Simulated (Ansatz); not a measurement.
**MgBr (SMILES [Mg][Br]) at U-revPBE/aug-cc-pVTZ**

Aim: the vertical ionisation energy of MgBr at U-revPBE/aug-cc-pVTZ, from 2 runs. 

The results are computed with Ansatz 0.2.0.

18 further runs of the same task are left out: 18 set aside as unsound or not needed. Runs told in other sessions of the task aren't counted.

## 1. The system as given

The species is MgBr (2 atoms), meant as a doublet with charge 0. As SMILES, `[Mg][Br]`. Geometry: relaxed at PBE0-D4/def2-TZVP.

Bond lengths: Mg1–Br2 2.369 Å.

## 2. The energy at U-revPBE/aug-cc-pVTZ

Contents of molecule.yaml:

```yaml
crystal:
  periodic: [false, false, false]
  atoms:
    - {symbol: Mg, position_ang: [-0.994600, 0.306400, -0.519100]}
    - {symbol: Br, position_ang: [1.024100, -0.366500, 0.523200]}
basis:
  gaussian: {orbitals: aug-cc-pVTZ}
magnetization: {spin_polarized: true, initial_magnetization: 1}
hamiltonian: {xc: {name: revPBE}}
accuracy: high
output: {orbitals: {seedname: orbitals}}
```

Run with:

```sh
$ ansatz run molecule.yaml --threads 1 --pin off --max-ram 2610MiB --events-out events.jsonl --progress --plain --runs-dir runs
```

Output:

```text
Warning: RAYON_NUM_THREADS=1 ignored (pool sized by the plan → 1); use --threads N
Functional definition: revPBE
  name "revPBE"
  parameter kappa = 1.245
  parameter beta = 0.06672455060314922
  exchange = pbe_x(kappa = kappa, mu = beta*pi^2/3)
  correlation = pbe_c(beta = beta)
1358 factors; integrals over basis functions are off by at most 4.3e-9 eV
mean field evaluation 1: about -75485.1560 eV, gradient 1.1e1 eV
mean field evaluation 2: about -75481.1179 eV, gradient 2.6e1 eV
mean field evaluation 4: about -75486.2400 eV, gradient 9.0e-1 eV
mean field evaluation 8: about -75486.2458 eV, gradient 6.3e-3 eV
mean field evaluation 16: about -75486.2458 eV, gradient 1.5e-6 eV
mean field -75486.24579459 eV, -2774.0683665362 hartree, gradient 4.0e-8 eV, S^2 0.750700; 0 other end points of the search recorded, 0 dependent functions left out
reference -75486.24579967 eV, -2774.0683667229 hartree; 24, 23 occupied and 85, 86 virtual orbitals, 1358 factors
Total energy: -75486.24579967 eV, -2774.0683667229 hartree
```

Run time: 13 s. Hardware: 1 thread of Arm Neoverse V1, shared host; peak memory 0.27 GiB.

## 3. The singlet cation, same level

Contents of run.yaml:

```yaml
crystal:
  periodic: [false, false, false]
  atoms:
    - symbol: Mg
      position_ang: [-0.994600, 0.306400, -0.519100]
    - symbol: Br
      position_ang: [1.024100, -0.366500, 0.523200]
basis:
  gaussian:
    orbitals: aug-cc-pVTZ
total_charge: 1
hamiltonian:
  xc: {name: revPBE}
accuracy: high
output: {orbitals: {seedname: orbitals}}
```

Run with:

```sh
$ ansatz run run.yaml --threads 1 --pin off --max-ram 2610MiB --events-out events.jsonl --progress --plain --runs-dir runs
```

Output, cut to the lines that bear on the results:

```text
Warning: RAYON_NUM_THREADS=1 ignored (pool sized by the plan → 1); use --threads N
[... 6 set-up lines as earlier in the session ...]
1359 factors; integrals over basis functions are off by at most 4.3e-9 eV
mean field evaluation 1: about -75472.0657 eV, gradient 4.3e1 eV
mean field evaluation 2: about -75366.8995 eV, gradient 1.5e2 eV
mean field evaluation 4: about -75477.4116 eV, gradient 1.6e1 eV
mean field evaluation 8: about -75478.5876 eV, gradient 1.5e-1 eV
mean field evaluation 16: about -75478.5877 eV, gradient 1.1e-6 eV
mean field -75478.58769795 eV, -2773.7869366753 hartree, gradient 5.5e-9 eV, S^2 0.000000; 0 other end points of the search recorded, 0 dependent functions left out
reference -75478.58770362 eV, -2773.7869368838 hartree; 23, 23 occupied and 86, 86 virtual orbitals, 1359 factors
Total energy: -75478.58770362 eV, -2773.7869368838 hartree
```

Wall time 8.4 s (1 thread of Arm Neoverse V1, shared host); peak memory 0.21 GiB.

## 4. Summary of results

Level: U-revPBE/aug-cc-pVTZ.

```
                                          quantity           value
                        doublet MgBr: total energy  -2774.06837 Eh
  doublet MgBr: HOMO energy (highest over α and β)        -4.90 eV
   doublet MgBr: LUMO energy (lowest over α and β)        -3.62 eV
                                doublet MgBr: ⟨S²⟩           0.751
                      singlet cation: total energy  -2773.78694 Eh
                       singlet cation: HOMO energy       -11.83 eV
                       singlet cation: LUMO energy       -10.21 eV
                     singlet cation: HOMO–LUMO gap         1.62 eV
vertical ionisation energy (to the singlet cation)        7.658 eV
```

**Reading.** The vertical ionisation energy comes to 7.66 eV (177 kcal/mol). Only the singlet of the ionised species was computed; a triplet could lie lower.
